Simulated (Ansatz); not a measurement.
**SiGeO+ (doublet): the correlation ladder, cc-pVDZ**

Aim: climb from Hartree-Fock through coupled cluster for SiGeO+ (doublet) at one geometry and basis, and see what each rung misses.

Method: cc-pVDZ, core rule «outside noble gas», up to 20 orbitals frozen; program: Ansatz 0.2.0, Gaussian basis.

To be run: UHF; CCSD(T) on ROHF; CCSD(T) on UHF; BCCD(T) on ROHF; CISD as a restricted active space (open shells left free, so some higher excitations enter); CCSDT(Q) on ROHF; CCSDT(Q) on UHF.

31 further runs of the same task are left out: 11 that didn't finish, 20 set aside as unsound or not needed. Runs told in other sessions of the task aren't counted.

**1. What is computed**

The geometry is a PBE0/def2-TZVP stationary point (not a proven minimum) of the parent state, kept for this charge and spin. No spin-orbit coupling is included. The filled d shell of Ge may be among the frozen orbitals whatever the setting's name suggests.

3 atoms, charge 1, spin multiplicity 2.

Atoms are counted from 1 here; the program's logs count them from 0.

Bond lengths: O1–Ge2 1.995 Å, O1–Si3 1.603 Å, Ge2–Si3 2.444 Å. Angles: Ge2–O1–Si3 84.8°, O1–Ge2–Si3 40.8°, O1–Si3–Ge2 54.4°.

**2. UHF**

The input, in.yaml:

```yaml
crystal:
  periodic: [false, false, false]
  atoms:
    - {symbol: O, position_ang: [0.000000, -1.021029, -0.856742]}
    - {symbol: Ge, position_ang: [0.000000, 0.072866, 0.811694]}
    - {symbol: Si, position_ang: [0.000000, 0.393187, -1.611297]}
basis:
  gaussian: {orbitals: cc-pVDZ}
total_charge: 1
magnetization: {spin_polarized: true, initial_magnetization: 1}
hamiltonian: {xc: hf}
output: {orbitals: {seedname: orbitals}}
```

Started as:

```bash
$ ansatz run in.yaml --threads 1 --pin off --events-out ev --progress --plain --max-ram 2393MiB
```

Further steps of the session: CCSD(T) on ROHF; CCSD(T) on UHF; BCCD(T) on ROHF; CISD as a restricted active space (open shells left free, so some higher excitations enter); CCSDT(Q) on ROHF; CCSDT(Q) on UHF.

Before running them: what should the planned runs give, taken together? Wanted: UCCSDT(Q) from the RHF energy; RMP2 from UCCSDT(Q); UMP2 from UCCSDT(Q); RCCSD from UCCSDT(Q); RCCSD(T) from UCCSDT(Q); UCCSD(T) from UCCSDT(Q); RCCSDT(Q) from UCCSDT(Q); T1 diagnostic.

The runs gave:

| quantity | value |
| --- | --- |
| UCCSDT(Q) from the ROHF energy | -9.7341 eV |
| RMP2 from UCCSDT(Q) | +958.8 meV |
| UMP2 from UCCSDT(Q) | +1019.7 meV |
| RCCSD from UCCSDT(Q) | +473.2 meV |
| RCCSD(T) from UCCSDT(Q) | +78.3 meV |
| UCCSD(T) from UCCSDT(Q) | +78.2 meV |
| RCCSDT(Q) from UCCSDT(Q) | +13.2 meV |
| levels within 1 kcal/mol (43 meV) | RCCSDT(Q) |
| T1 diagnostic | 0.030 |

**Reading.** RCCSD(T) misses by +78.3 meV, 0.8 % of the correlation energy. These misses are within one basis, not against nature; the frozen cores of restricted and unrestricted runs differ, which can shift their rows.
